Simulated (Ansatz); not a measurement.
# C₂HCa radical: geometry and frequencies at several levels

An exercise on one series of results from a longer session: the logs are not shown, and one member is left open.

Computed with Ansatz 0.2.0 (the levels named in each step, unless a step's input says otherwise).

## The starting structure

Bond lengths: C1–C2 1.210 Å, C2–Ca3 2.324 Å, C1–H4 1.063 Å. Angles: C1–C2–Ca3 180.0°, C2–C1–H4 180.0°.

Structure file:

```xyz
4

C     0.0000    0.0000   -0.9202
C     0.0000    0.0000    0.2901
Ca    0.0000    0.0000    2.6138
H     0.0000    0.0000   -1.9836
```

Set-up of the first run:

input.yaml reads:

```yaml
crystal:
  periodic: [false, false, false]
  atoms:
    - { symbol: C, position_ang: [0.0, 0.0, -0.92023] }
    - { symbol: C, position_ang: [0.0, 0.0, 0.29009] }
    - { symbol: Ca, position_ang: [0.0, 0.0, 2.61375] }
    - { symbol: H, position_ang: [0.0, 0.0, -1.98361] }
magnetization:
  spin_polarized: true
  initial_magnetization: 1
basis:
  gaussian: { orbitals: def2-SVP }
hamiltonian:
  xc: pbe
  dispersion: d4
relax:
  f_tol: 0.03
  max_steps: 200
```

On the command line:

```
$ ansatz run input.yaml --threads 2 --pin off --max-ram 5120MiB --backend cpu --events-out ev --progress --plain --runs-dir out
```

Among the steps run: A rough first relaxation, PBE-D4/def2-SVP; Relaxation, HF/STO-3G; Frequencies, HF/STO-3G; Relaxation, HF/def2-SVP; Frequencies, HF/def2-SVP; Relaxation, LDA/def2-SVP; Frequencies, LDA/def2-SVP; Relaxation, PBE-D4/def2-SVP; Frequencies, PBE-D4/def2-SVP.

One table of the session follows, with a row left open; its other results are not shown here.

It belongs to the step «Geometries side by side». 

| level | C1–C2 (Å) | C2–Ca3 (Å) | rotational constants (MHz) | dipole (D) | highest frequency (cm⁻¹) |
| --- | --- | --- | --- | --- | --- |
| HF/STO-3G | 1.1885 | 2.4377 | 3181.8 | 3.70 | 3889 |
| HF/def2-SVP | 1.2132 | 2.3795 | 3261.2 | 3.20 | 3594 |
| LDA/def2-SVP | ? | ? | ? | ? | ? |
| PBE-D4/def2-SVP | 1.2435 | 2.2847 | 3408.8 | 2.64 | 3361 |

**Question.** Estimate the row for LDA/def2-SVP.

**Answer.** C1–C2 (Å): 1.2383; C2–Ca3 (Å): 2.2534; rotational constants (MHz): 3483.3; dipole (D): 2.60; highest frequency (cm⁻¹): 3354. In the column «C1–C2 (Å)» it lies between HF/def2-SVP (1.2132) and PBE-D4/def2-SVP (1.2435).
